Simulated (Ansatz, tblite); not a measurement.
**The cluster TaO₄: rung by rung**

Aim: run the doublet of the cluster TaO₄ at one geometry on many levels, and compare frontier levels, spin and run time.

The runs use Ansatz 0.2.0, Gaussian basis; as each input shows.

Levels to be run: GFN1-xTB, GFN2-xTB, PBE-D4/def2-TZVP, r2SCAN-D4/def2-TZVP, r2SCANh-D4/def2-TZVP, HF/def2-TZVP, PBE-QIDH/def2-TZVP, PBE-D4/def2-SVP, PBE0-D4/def2-SVP, CCSD(T)/def2-TZVP, RPA/def2-TZVP.

3 further runs of the same task are left out: 3 set aside as unsound or not needed. Runs told in other sessions of the task aren't counted.

## (1) The relaxed structure

The doublet was relaxed beforehand with r2SCAN-D4/def2-SVP. At that level it is the lowest of the isomers that a small search found.

5 atoms, charge 0, spin multiplicity 2.

Bond lengths: Ta1–O2 2.184 Å, Ta1–O3 2.066 Å, Ta1–O4 1.747 Å, Ta1–O5 1.747 Å, O2–O3 1.327 Å. Angles: O2–Ta1–O3 36.3°, O2–Ta1–O4 120.8°, O2–Ta1–O5 120.8°, O3–Ta1–O4 104.6°, O3–Ta1–O5 104.4°, O4–Ta1–O5 108.9°, Ta1–O2–O3 67.0°, Ta1–O3–O2 76.7°.

Ta takes a core potential in the def2 sets. No spin-orbit coupling is included.

PBE0-D4/def2-TZVP was run before; its log isn't repeated, and its numbers join the tables.

## (2) GFN1-xTB

Tight binding, by tblite at 300 K electronic temperature and without a spin-polarisation term:

```python
tblite.interface.Calculator('GFN1-xTB', numbers, positions, charge=0, uhf=1).singlepoint()
```

Energy -561.8013 eV; 0.003 s.

## (3) GFN2-xTB

Tight binding, by tblite at 300 K electronic temperature and without a spin-polarisation term:

```python
tblite.interface.Calculator('GFN2-xTB', numbers, positions, charge=0, uhf=1).singlepoint()
```

Energy -490.3578 eV; 0.004 s.

## (4) PBE-D4/def2-TZVP

start.molden holds the orbitals of an earlier run on this state, given as this run's starting guess.

File in.yaml:

```yaml
crystal:
  periodic: [false, false, false]
  atoms:
    - {symbol: Ta, position_ang: [-0.379640, -0.339783, 0.317758]}
    - {symbol: O, position_ang: [1.724298, -0.550770, -0.227789]}
    - {symbol: O, position_ang: [1.175897, 0.560874, -0.701433]}
    - {symbol: O, position_ang: [-0.883088, 0.851297, 1.491697]}
    - {symbol: O, position_ang: [-1.637469, -0.521609, -0.880233]}
basis:
  gaussian: {orbitals: def2-TZVP, initial_orbitals: start.molden}
magnetization: {spin_polarized: true, initial_magnetization: 1}
hamiltonian: {xc: pbe, dispersion: d4}
scf: {omitted_lower_state_checks: [starts]}
output: {forces: true, orbitals: {seedname: orbitals}}
```

Run with:

```console
> ansatz run in.yaml --threads 4 --pin off --events-out ev --progress --plain --max-ram 4787MiB
```

After this run come: r2SCAN-D4/def2-TZVP; r2SCANh-D4/def2-TZVP; HF/def2-TZVP; PBE-QIDH/def2-TZVP; PBE-D4/def2-SVP; PBE0-D4/def2-SVP; CCSD(T)/def2-TZVP; RPA/def2-TZVP.

**Question.** What will the summary of the whole plan be? Wanted: gap in def2-TZVP, named functionals and Hartree-Fock, smallest and largest; correlation energy, CCSD(T)/def2-TZVP; binding an atom, CCSD(T)/def2-TZVP; ⟨S²⟩ in def2-TZVP, named functionals and Hartree-Fock, smallest and largest; PBE0 total energy, smallest basis above largest.

The runs gave:

```
                                                                   quantity                            value
 gap in def2-TZVP, named functionals and Hartree-Fock, smallest and largest  0.63 eV (PBE-D4), 10.88 eV (HF)
                                      correlation energy, CCSD(T)/def2-TZVP                        -35.95 eV
                                         binding an atom, CCSD(T)/def2-TZVP                         4.426 eV
⟨S²⟩ in def2-TZVP, named functionals and Hartree-Fock, smallest and largest                     0.754, 0.785
                            PBE0 total energy, smallest basis above largest   10.42 eV (def2-SVP, def2-TZVP)
```

In words: Orbital gaps of the named functionals and Hartree-Fock in def2-TZVP span 0.63 eV (PBE-D4) to 10.88 eV (HF); exact exchange widens it. The functionals in def2-TZVP miss CCSD(T)/def2-TZVP by +0.034 (PBE-QIDH) to +0.593 eV (PBE-D4) an atom. The reference is CCSD(T) in one finite basis, so it carries an error of its own, often a tenth of an eV or more, and near misses can't be ranked. Over the named functionals and Hartree-Fock in def2-TZVP spin contamination reaches 0.03 (HF), which is small.
